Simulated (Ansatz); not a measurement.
# C3H9MoNO: a ladder of functionals and wavefunction methods

One table from this session's results is given with a row withheld; the runs are named, their logs left out.

Program: Ansatz 0.2.0, Gaussian basis. Level of theory: functionals in def2-TZVPP, the program's frozen cores in correlated methods. These are calculated values, not measurements.

Levels to be run: LDA (SPW92), PBE-D4, revPBE-D4, BLYP-D4, r2SCAN-D4, B97M-V, PBE0-D4, B3LYP-D4, r2SCANh-D4, r2SCAN0-D4, HSE06-D4, BHLYP-D4, CAM-B3LYP-D4, LC-ωPBE, ωB97X-V, ωB97M-V, B2PLYP, PBE-QIDH; CCSD(T)/def2-SVP; MP2/def2-TZVPP; MP2/def2-QZVPP; RPA on PBE.

## Structure used throughout

The geometry comes from an earlier relaxation with PBE0-D4 in a triple-zeta def2 set; it is a stationary point, not always the lowest conformer. Mo takes the def2 core potential; no spin-orbit term is included.

SMILES `C[N]=[Mo]([CH3])([CH3])=[O]`, 15 atoms, charge 0, spin multiplicity 1.

Atoms are counted from 1 here; the program's logs count them from 0.

Bond lengths: C1–N2 1.419 Å, C1–H7 1.095 Å, C1–H8 1.095 Å, C1–H9 1.096 Å, N2–Mo3 1.723 Å, Mo3–C4 2.111 Å, Mo3–C5 2.111 Å, Mo3–O6 1.680 Å, C4–H10 1.095 Å, C4–H11 1.092 Å, C4–H12 1.096 Å, C5–H13 1.096 Å, C5–H14 1.095 Å, C5–H15 1.092 Å. Angles: N2–C1–H7 110.2°, N2–C1–H8 110.2°, N2–C1–H9 111.5°, H7–C1–H8 107.8°, H7–C1–H9 108.6°, H8–C1–H9 108.6°, C1–N2–Mo3 150.3°, N2–Mo3–C4 106.0°, N2–Mo3–C5 106.0°, N2–Mo3–O6 109.4°, C4–Mo3–C5 113.8°, C4–Mo3–O6 110.6°, C5–Mo3–O6 110.7°, Mo3–C4–H10 109.1°, Mo3–C4–H11 113.1°, Mo3–C4–H12 108.2°, H10–C4–H11 108.7°, H10–C4–H12 109.5° and more.

Set-up of the first run:

in.yaml

```yaml
crystal:
  periodic: [false, false, false]
  atoms:
    - {symbol: C, position_ang: [-0.701331, -2.382595, 0.677720]}
    - {symbol: N, position_ang: [-0.410846, -1.096167, 0.153646]}
    - {symbol: Mo, position_ang: [0.360216, 0.438103, 0.296099]}
    - {symbol: C, position_ang: [1.691516, 0.574762, -1.335885]}
    - {symbol: C, position_ang: [-1.186402, 1.873582, 0.255186]}
    - {symbol: O, position_ang: [1.197120, 0.509826, 1.750958]}
    - {symbol: H, position_ang: [-0.336419, -3.158768, -0.003186]}
    - {symbol: H, position_ang: [-1.783680, -2.511597, 0.783139]}
    - {symbol: H, position_ang: [-0.234497, -2.530711, 1.658687]}
    - {symbol: H, position_ang: [2.248178, 1.515581, -1.265713]}
    - {symbol: H, position_ang: [2.404002, -0.251265, -1.377798]}
    - {symbol: H, position_ang: [1.102703, 0.566822, -2.259823]}
    - {symbol: H, position_ang: [-1.678091, 1.820154, -0.722439]}
    - {symbol: H, position_ang: [-0.753000, 2.870285, 0.392004]}
    - {symbol: H, position_ang: [-1.941469, 1.711289, 1.026705]}
basis:
  gaussian: {orbitals: def2-TZVPP}
hamiltonian: {xc: lda}
output: {orbitals: {seedname: orbitals}}
```

The run is started by

```bash
$ ansatz run in.yaml --threads 4 --pin off --events-out ev --progress --plain --max-ram 11315MiB
```

Steps of the session up to this table: LDA; PBE-D4 (GGA); revPBE-D4 (GGA); BLYP-D4 (GGA); r2SCAN-D4 (meta-GGA); B97M-V (meta-GGA); B3LYP-D4 (hybrid); r2SCANh-D4 (hybrid); r2SCAN0-D4 (hybrid); HSE06-D4 (hybrid); BHLYP-D4 (hybrid); CAM-B3LYP-D4 (range-separated); LC-ωPBE (range-separated); ωB97X-V (range-separated); ωB97M-V (range-separated); B2PLYP (double hybrid); PBE-QIDH (double hybrid).

One of the session's tables, all rows but one given; the rest of the session is left out.

It belongs to the step «Frontier levels by functional». 

| functional | HOMO (eV) | LUMO (eV) | gap (eV) |
| --- | --- | --- | --- |
| LDA (SPW92) | -6.42 | -2.94 | 3.48 |
| PBE-D4 | -6.25 | -2.73 | 3.53 |
| revPBE-D4 | -6.19 | -2.63 | 3.55 |
| BLYP-D4 | -6.13 | -2.64 | 3.49 |
| r2SCAN-D4 | -6.49 | -2.63 | 3.85 |
| B97M-V | -6.56 | -2.65 | 3.92 |
| PBE0-D4 | -7.50 | -1.94 | 5.56 |
| B3LYP-D4 | -7.29 | -2.19 | 5.11 |
| r2SCANh-D4 | -6.96 | -2.34 | 4.62 |
| r2SCAN0-D4 | -7.66 | -1.89 | 5.77 |
| HSE06-D4 | ? | ? | ? |
| BHLYP-D4 | -8.65 | -1.04 | 7.60 |
| CAM-B3LYP-D4 | -8.87 | -0.91 | 7.96 |
| LC-ωPBE | -10.17 | 0.23 | 10.40 |
| ωB97X-V | -9.86 | 0.14 | 10.00 |
| ωB97M-V | -9.78 | 0.06 | 9.84 |

**Question.** Estimate the row for HSE06-D4.

**Answer.** HOMO (eV): -7.10; LUMO (eV): -2.32; gap (eV): 4.78. In the column «HOMO (eV)» it lies between B3LYP-D4 (-7.29) and r2SCANh-D4 (-6.96).
